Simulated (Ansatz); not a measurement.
# SiGeH₄ (triplet): from Hartree-Fock to the top rungs at distance Ge1–H5 along a hydrogen transfer = 1.427 Å, cc-pVDZ

How much of the correlation energy of SiGeH₄ (triplet) does each wave-function method recover here?

Computed with Ansatz 0.2.0, Gaussian basis. Level: cc-pVDZ, core rule «outside noble gas», up to 19 orbitals frozen.

Plan: UHF; CCSD(T) on ROHF; CCSD(T) on UHF; BCCD(T) on ROHF; CISD; CCSDT(Q) on ROHF; CCSDT(Q) on UHF; CASSCF and MRCISD+Q, 4 electrons in 4 orbitals; CASSCF and NEVPT2, 4 electrons in 4 orbitals.

15 further runs of the same task are left out: 13 that didn't finish, 2 set aside as unsound or not needed.

### Step 1. The geometry

The geometry derives from fragments relaxed apart (PBE0/def2-TZVP) and kept rigid, so it is no stationary point. A hydrogen atom is moved between rigid fragments. No spin-orbit coupling is included. The filled d shell of Ge may be among the frozen orbitals whatever the setting's name suggests; the logs give the count.

6 atoms, charge 0, spin multiplicity 3.

Atoms are counted from 1 here; the program's logs count them from 0.

Bond lengths: Ge1–H2 1.534 Å, Ge1–H3 1.534 Å, Ge1–H4 1.534 Å, Ge1–H5 1.427 Å. Angles: H2–Ge1–H3 109.5°, H2–Ge1–H4 109.5°, H2–Ge1–H5 109.5°, H3–Ge1–H4 109.5°, H3–Ge1–H5 109.5°, H4–Ge1–H5 109.5°.

### Step 2. UHF

Contents of in.yaml:

```yaml
crystal:
  periodic: [false, false, false]
  atoms:
    - {symbol: Ge, position_ang: [-1.010511, 0.000000, 0.000000]}
    - {symbol: H, position_ang: [-1.521961, 1.446599, 0.000000]}
    - {symbol: H, position_ang: [-1.521961, -0.723300, 1.252792]}
    - {symbol: H, position_ang: [-1.521961, -0.723299, -1.252792]}
    - {symbol: H, position_ang: [0.416489, 0.000000, 0.000000]}
    - {symbol: Si, position_ang: [2.762489, 0.000000, 0.000000]}
basis:
  gaussian: {orbitals: cc-pVDZ}
magnetization: {spin_polarized: true, initial_magnetization: 2}
hamiltonian: {xc: hf}
output: {orbitals: {seedname: orbitals}}
```

On the command line:

```console
$ ansatz run in.yaml --threads 1 --pin off --events-out ev --progress --plain --max-ram 2393MiB
```

The runs that follow: CCSD(T) on ROHF; CCSD(T) on UHF; BCCD(T) on ROHF; CISD; CCSDT(Q) on ROHF; CCSDT(Q) on UHF; CASSCF and MRCISD+Q, 4 electrons in 4 orbitals; CASSCF and NEVPT2, 4 electrons in 4 orbitals.

Before running them: what should the planned runs give, taken together? Wanted: UCCSDT(Q) below the RHF energy; RMP2 from UCCSDT(Q); UMP2 from UCCSDT(Q); RCCSD from UCCSDT(Q); RCCSD(T) from UCCSDT(Q); UCCSD(T) from UCCSDT(Q); RCCSDT(Q) from UCCSDT(Q); MRCISD+Q pair from UCCSDT(Q); T1 diagnostic.

As calculated:

```
                         quantity                                                                  value
   UCCSDT(Q) below the RHF energy                                                             -5.9215 eV
              RMP2 from UCCSDT(Q)                                                          +138.8 kJ/mol
              UMP2 from UCCSDT(Q)                                                          +138.5 kJ/mol
             RCCSD from UCCSDT(Q)                                                           +13.3 kJ/mol
          RCCSD(T) from UCCSDT(Q)                                                            +3.0 kJ/mol
          UCCSD(T) from UCCSDT(Q)                                                            +3.0 kJ/mol
         RCCSDT(Q) from UCCSDT(Q)                                                             0.0 kJ/mol
     MRCISD+Q pair from UCCSDT(Q)                                                            -0.7 kJ/mol
levels within 1 kcal/mol (43 meV)  RCCSD(T), UCCSD(T), BCCD(T), RCCSDT, UCCSDT, RCCSDT(Q), MRCISD+Q pair
                    T1 diagnostic                                                                  0.016
```

RCCSD(T) misses by +3.0 kJ/mol, 0.5 % of the correlation energy. These misses are within one basis, not against nature; the frozen cores of restricted and unrestricted runs differ, which can shift their rows.
